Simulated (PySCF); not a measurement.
# MoNH3O3 (SMILES [NH2][Mo](=[O])(=[O])[OH]) at 3 levels

We compute a comparison of 3 runs (HF/def2-TZVP, PBE0/STO-3G, r2SCAN/def2-TZVP) of MoNH3O3. The job is set up through a Python script.

The calculation is run with PySCF 2.14.0.

### 1 Starting point

The species is MoNH3O3 (8 atoms), meant as a singlet with charge 0. SMILES: `[NH2][Mo](=[O])(=[O])[OH]`. The shape is that of a PBE0-D4/def2-TZVP optimisation. This is one conformer, not always the lowest.

Bond lengths: N1–Mo2 1.923 Å, Mo2–O3 1.679 Å, Mo2–O4 1.680 Å, Mo2–O5 1.880 Å, N1–H6 1.009 Å, N1–H7 1.009 Å, O5–H8 0.960 Å. Angles: N1–Mo2–O3 108.2°, N1–Mo2–O4 107.9°, N1–Mo2–O5 110.5°, O3–Mo2–O4 111.8°, O3–Mo2–O5 108.5°, O4–Mo2–O5 110.0°, Mo2–N1–H6 123.6°, Mo2–N1–H7 123.3°, Mo2–O5–H8 122.3°, H6–N1–H7 111.8°.

### 2 Energy and forces at HF/def2-TZVP (core potential) (run 1)

File calc.py:

```python
from pyscf import gto

system = gto.M(
    atom=[
    ('N', (0.344100, 0.984300, 0.964600)),
    ('Mo', (0.280600, -0.362500, -0.407200)),
    ('O', (1.545600, -1.435300, -0.146300)),
    ('O', (0.412600, 0.407300, -1.894400)),
    ('O', (-1.337600, -1.314700, -0.318800)),
    ('H', (0.120100, 1.954900, 0.804600)),
    ('H', (0.796200, 0.846500, 1.856100)),
    ('H', (-2.069600, -1.137600, -0.914500)),
],
    ecp={'Mo': 'def2-svp'},
    max_memory=1860,
    charge=0,
    spin=0,
    verbose=4,
    basis='def2-tzvp',
)

myscf = system.RHF()
myscf.conv_tol = 1e-10
myscf.kernel()
if not myscf.converged:
    myscf = myscf.newton().run(myscf.mo_coeff, myscf.mo_occ)

e_final = myscf.e_tot
print('E(%s) = %.9f' % ('HF', e_final))
grad = myscf.nuc_grad_method().kernel()
dip = myscf.dip_moment()
pop, q = myscf.mulliken_pop()
```

Run with:

```console
$ OMP_NUM_THREADS=1 python calc.py
```

Standard output:

```text
PySCF version 2.14.0

[... 74 lines left out ...]
converged SCF energy = -348.50430587945
[... 12 lines left out ...]
Dipole moment(X, Y, Z, Debye): -2.46044,  2.49271,  1.99448
[... 152 lines left out ...]
pop of  4 O 3dx2-y2       0.00025
pop of  4 O 4dxy          0.00393
pop of  4 O 4dyz          0.00284
pop of  4 O 4dz^2         0.00203
pop of  4 O 4dxz          0.00558
pop of  4 O 4dx2-y2       0.00250
pop of  4 O 4f-3          0.00020
pop of  4 O 4f-2          0.00014
pop of  4 O 4f-1          0.00004
pop of  4 O 4f+0          0.00016
pop of  4 O 4f+1          0.00022
pop of  4 O 4f+2          0.00042
pop of  4 O 4f+3          0.00023
pop of  5 H 1s            0.25617
pop of  5 H 2s            0.38566
pop of  5 H 3s            0.03384
pop of  5 H 2px           0.01183
pop of  5 H 2py           0.02067
pop of  5 H 2pz           0.00743
pop of  6 H 1s            0.25591
pop of  6 H 2s            0.38444
pop of  6 H 3s            0.03295
pop of  6 H 2px           0.01376
pop of  6 H 2py           0.00698
pop of  6 H 2pz           0.01917
pop of  7 H 1s            0.24122
pop of  7 H 2s            0.30650
pop of  7 H 3s            0.02339
pop of  7 H 2px           0.01834
pop of  7 H 2py           0.01382
pop of  7 H 2pz           0.01633
 ** Mulliken atomic charges  **
charge of    0N =     -0.92705
charge of    1Mo =      2.25099
charge of    2O =     -0.71154
charge of    3O =     -0.70543
charge of    4O =     -0.85856
charge of    5H =      0.28439
charge of    6H =      0.28678
charge of    7H =      0.38041
```

It took 2.5 min on 1 thread of Intel Xeon at 2.50GHz (Skylake/Cascade Lake), shared host; peak memory 1.2 GiB.

### 3 Energy and forces at PBE0/STO-3G (run 2)

File run.py:

```python
import pyscf.grad
from pyscf import gto, dft

mol = gto.M(
    atom='''
N    0.344100   0.984300   0.964600
Mo   0.280600  -0.362500  -0.407200
O    1.545600  -1.435300  -0.146300
O    0.412600   0.407300  -1.894400
O   -1.337600  -1.314700  -0.318800
H    0.120100   1.954900   0.804600
H    0.796200   0.846500   1.856100
H   -2.069600  -1.137600  -0.914500
''',
    spin=0,
    verbose=3,
    max_memory=1860,
    basis='sto-3g',
)

mf = dft.RKS(mol)
mf.xc = 'pbe0'
mf.conv_tol = 1e-10
mf.grids.level = 5
mf.kernel()
if not mf.converged:
    mf = mf.newton().run(mf.mo_coeff, mf.mo_occ)

energy = mf.e_tot
print('Final energy', energy)
grad = mf.Gradients().kernel()
dip = mf.dip_moment()
pop, q = mf.mulliken_pop()
```

Run with:

```console
$ OMP_NUM_THREADS=1 python run.py
```

Standard output:

```text
converged SCF energy = -4215.84087297379
Final energy -4215.840872973793
--------------- RKS gradients ---------------
         x                y                z
0 N     0.0094183899     0.0407096942     0.0370395013
1 Mo     0.0115809854     0.0021764130     0.0059859562
2 O     0.0218462400    -0.0186680679     0.0123085682
3 O    -0.0051199333     0.0186216958    -0.0248526910
4 O    -0.0699586620     0.0042197175    -0.0414091813
5 H     0.0050104947    -0.0296750547    -0.0000923992
6 H    -0.0124780189    -0.0008364664    -0.0272308362
7 H     0.0397054746    -0.0164840614     0.0382573338
----------------------------------------------
Dipole moment(X, Y, Z, Debye): -1.52962,  1.49533,  0.79271
 ** Mulliken pop  **
pop of  0 N 1s            1.99410
pop of  0 N 2s            1.53878
pop of  0 N 2px           1.58633
pop of  0 N 2py           1.17396
pop of  0 N 2pz           1.21991
pop of  1 Mo 1s           1.99999
pop of  1 Mo 2s           1.99937
pop of  1 Mo 3s           1.99721
pop of  1 Mo 4s           2.01224
pop of  1 Mo 5s           0.40251
pop of  1 Mo 2px          2.00002
pop of  1 Mo 2py          2.00002
pop of  1 Mo 2pz          2.00002
pop of  1 Mo 3px          1.99509
pop of  1 Mo 3py          1.99497
pop of  1 Mo 3pz          1.99491
pop of  1 Mo 4px          1.95391
pop of  1 Mo 4py          1.95193
pop of  1 Mo 4pz          1.94962
pop of  1 Mo 5px          0.39433
pop of  1 Mo 5py          0.37509
pop of  1 Mo 5pz          0.35861
pop of  1 Mo 3dxy         1.97665
pop of  1 Mo 3dyz         1.97642
pop of  1 Mo 3dz^2        1.97720
pop of  1 Mo 3dxz         1.97942
pop of  1 Mo 3dx2-y2      1.97885
pop of  1 Mo 4dxy         0.78956
pop of  1 Mo 4dyz         0.78914
pop of  1 Mo 4dz^2        0.80164
pop of  1 Mo 4dxz         0.79199
pop of  1 Mo 4dx2-y2      0.79427
pop of  2 O 1s            1.99793
pop of  2 O 2s            1.91042
pop of  2 O 2px           1.44324
pop of  2 O 2py           1.40725
pop of  2 O 2pz           1.48620
pop of  3 O 1s            1.99793
pop of  3 O 2s            1.91067
pop of  3 O 2px           1.50450
pop of  3 O 2py           1.40573
pop of  3 O 2pz           1.42620
pop of  4 O 1s            1.99717
pop of  4 O 2s            1.82619
pop of  4 O 2px           1.28165
pop of  4 O 2py           1.68861
pop of  4 O 2pz           1.55220
pop of  5 H 1s            0.81555
pop of  6 H 1s            0.81414
pop of  7 H 1s            0.78634
 ** Mulliken atomic charges  **
charge of    0N =     -0.51307
charge of    1Mo =      0.76500
charge of    2O =     -0.24504
charge of    3O =     -0.24503
charge of    4O =     -0.34582
charge of    5H =      0.18445
charge of    6H =      0.18586
charge of    7H =      0.21366
```

It took 49 s on 1 thread of Intel Xeon at 2.50GHz (Skylake/Cascade Lake), shared host; peak memory 0.52 GiB.

### 4 Energy and gradient at r2SCAN/def2-TZVP (core potential) (run 3)

File geometry.xyz:

```xyz
8
H3MoNO3
N      0.344100     0.984300     0.964600
Mo     0.280600    -0.362500    -0.407200
O      1.545600    -1.435300    -0.146300
O      0.412600     0.407300    -1.894400
O     -1.337600    -1.314700    -0.318800
H      0.120100     1.954900     0.804600
H      0.796200     0.846500     1.856100
H     -2.069600    -1.137600    -0.914500
```

File job.py:

```python
# [NH2][Mo](=[O])(=[O])[OH]
from pyscf import gto, dft

mol = gto.M(
    atom='geometry.xyz',
    spin=0,
    ecp={'Mo': 'def2-svp'},
    verbose=4,
    max_memory=1860,
    basis='def2-tzvp',
)

myscf = dft.RKS(mol)
myscf.xc = 'r2scan'
myscf.conv_tol = 1e-10
myscf.grids.level = 5
myscf.kernel()
if not myscf.converged:
    myscf = myscf.newton().run(myscf.mo_coeff, myscf.mo_occ)

e_tot = myscf.e_tot
print('Final energy', e_tot)
grad = myscf.nuc_grad_method().kernel()
dip = myscf.dip_moment()
pop, q = myscf.mulliken_pop()
```

Run with:

```console
$ OMP_NUM_THREADS=1 python job.py
```

Standard output:

```text
PySCF version 2.14.0

[... 87 lines left out ...]
converged SCF energy = -350.646972918297
Final energy -350.6469729182969
[... 12 lines left out ...]
Dipole moment(X, Y, Z, Debye): -2.24549,  2.29999,  1.79425
[... 152 lines left out ...]
pop of  4 O 3dx2-y2       0.00024
pop of  4 O 4dxy          0.00383
pop of  4 O 4dyz          0.00280
pop of  4 O 4dz^2         0.00219
pop of  4 O 4dxz          0.00488
pop of  4 O 4dx2-y2       0.00312
pop of  4 O 4f-3          0.00022
pop of  4 O 4f-2          0.00014
pop of  4 O 4f-1          0.00004
pop of  4 O 4f+0          0.00015
pop of  4 O 4f+1          0.00021
pop of  4 O 4f+2          0.00036
pop of  4 O 4f+3          0.00024
pop of  5 H 1s            0.26522
pop of  5 H 2s            0.38672
pop of  5 H 3s            0.03891
pop of  5 H 2px           0.01304
pop of  5 H 2py           0.01896
pop of  5 H 2pz           0.00900
pop of  6 H 1s            0.26504
pop of  6 H 2s            0.38572
pop of  6 H 3s            0.03795
pop of  6 H 2px           0.01447
pop of  6 H 2py           0.00859
pop of  6 H 2pz           0.01789
pop of  7 H 1s            0.25184
pop of  7 H 2s            0.31671
pop of  7 H 3s            0.02916
pop of  7 H 2px           0.01796
pop of  7 H 2py           0.01543
pop of  7 H 2pz           0.01686
 ** Mulliken atomic charges  **
charge of    0N =     -0.80943
charge of    1Mo =      1.78845
charge of    2O =     -0.58131
charge of    3O =     -0.57090
charge of    4O =     -0.71737
charge of    5H =      0.26815
charge of    6H =      0.27035
charge of    7H =      0.35205
```

Run time: 5.4 min. Hardware: 1 thread of Intel Xeon at 2.50GHz (Skylake/Cascade Lake), shared host; peak memory 2.6 GiB.

### 5 The series

```csv
run,level,core potential,integration grid,energy (Eh),dipole moment (D),HOMO energy (eV),LUMO energy (eV),wall time
1,HF/def2-TZVP (core potential),def2-svp,–,-348.504306,4.03,-12.00,1.60,2.5 min
2,PBE0/STO-3G,–,5,-4215.840873,2.28,-4.30,2.52,49 s
3,r2SCAN/def2-TZVP (core potential),def2-svp,5,-350.646973,3.68,-7.32,-2.75,5.4 min
```

### 6 Summary of results

| quantity | value |
| --- | --- |
| run 3: total energy | -350.64697 Eh |
| run 3: dipole moment | 3.68 D |
| run 3: HOMO energy | -7.32 eV |
| run 3: LUMO energy | -2.75 eV |
| run 3: HOMO–LUMO gap | 4.58 eV |
| run 3: largest force on an atom | 0.856 eV/Å |

What this shows: The dipole moment (its size) runs from 2.28 D (PBE0/STO-3G) to 4.03 D (HF/def2-TZVP). The two ends differ in method and basis and core potential. The HOMO–LUMO gap runs from 4.58 eV (r2SCAN/def2-TZVP) to 13.60 eV (HF/def2-TZVP). Exact exchange widens orbital gaps. Totals of different functionals can't be ranked against each other. Some runs of one species differ in core potentials or relativity; totals across that change don't compare. In run 2 the basis is minimal, so the values are rough. In run 2 relativity is left out where basis or elements ask for it. All runs together took 8.7 min, the longest 5.4 min.
